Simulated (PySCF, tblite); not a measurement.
**C5H9OSi radical: geometry, infrared bands and EPR parameters**

Wanted: the infrared bands and EPR parameters of C5H9OSi radical (`OC[C@@H]1[C]=CC[SiH2]1`), by calculation.

Programs: tblite 0.8.0 and PySCF 2.14.0, with density-fitted response routines of our own. Each step states its level of theory. These are calculated values for one molecule in the gas phase, unless marked as measured. Atoms count from 0, in the outputs and in this text.

## Step 1: The molecule as given

16 atoms, charge 0, multiplicity 2; geometry from: force field or distance geometry start.

Bonds of the start (Å): O0–C1 1.42, C1–C2 1.54, C2–C3 1.46, C3–C4 1.30, C4–C5 1.52, C5–Si6 2.07, Si6–C2 2.11, O0–H7 0.98, C1–H8 1.09, C1–H9 1.08, C2–H10 1.10, C4–H11 1.08, C5–H12 1.10, C5–H13 1.10, Si6–H14 1.48, Si6–H15 1.50.

## Step 2: Optimising the geometry with GFN2-xTB

The job: settings as JSON, then the geometry in Å.

```
{"job": {"kind": "relax", "xc": "GFN2-xTB", "basis": "xTB"}, "charge": 0, "multiplicity": 2}
O     -2.790200     0.330700    -0.944200
C     -1.541900     0.971600    -0.754200
C     -0.759500     0.261200     0.366800
C      0.473200     0.942600     0.760900
C      1.751000     0.708200     0.754600
C      2.118800    -0.621500     0.121200
Si     0.278400    -1.406400    -0.401000
H     -3.336700     0.521400    -0.153200
H     -1.729300     2.008500    -0.477000
H     -1.006400     0.966500    -1.695600
H     -1.374200    -0.138000     1.181000
H      2.487200     1.393800     1.141600
H      2.571900    -1.315200     0.843300
H      2.700800    -0.518400    -0.803100
H      0.165500    -1.481500    -1.876900
H     -0.016300    -2.614500     0.437900
```

Launch:

```
$ OMP_NUM_THREADS=1 python probes_run.py task.json out
```

This one command runs all jobs of the session in turn.

**Question.** This job is followed by: GFN2-xTB harmonic vibrations, gas phase; UKS B3LYP, pcH-1 on C H O Si, non-relativistic, mean-field spin-orbit, GIAO. Predict these results of the whole session: strongest single infrared mode (GFN2-xTB); zero-point energy (GFN2-xTB); g(iso) (B3LYP); ⟨S²⟩; largest a(iso); potential on the surface of density 0.002 e/bohr³, 1st and 99th percentile.

The runs gave:

| quantity | value |
| --- | --- |
| strongest single infrared mode (GFN2-xTB) | 2244 cm⁻¹, 330 km/mol |
| zero-point energy (GFN2-xTB) | 76.2 kcal/mol |
| g(iso) (B3LYP) | 2.00217 |
| ⟨S²⟩ | 0.758 (exact 0.75) |
| largest a(iso) | 13C on C3, 333.8 MHz |
| potential on the surface of density 0.002 e/bohr³, 1st and 99th percentile | -1.53 V and 2.04 V |

Over 69 steps the energy fell by 0.633 eV; of the close pairs, C5–Si6 changed most, 2.068 to 1.913 Å. All 42 modes are real, so the xTB geometry is a minimum. The strongest single mode, at 2244 cm⁻¹, moves mainly H15. GFN2-xTB is a fitted tight-binding method: band positions and strengths are rough. Its intensities can rank the bands wrongly. Most of the unpaired spin sits on C3 (0.93 e). The isotropic g lies 0.1 ppt below the free-electron value. These values are for one conformer; the search (at its own cheap level) found 1 more, at 0.63 kcal/mol, and measured spectra average over such forms.
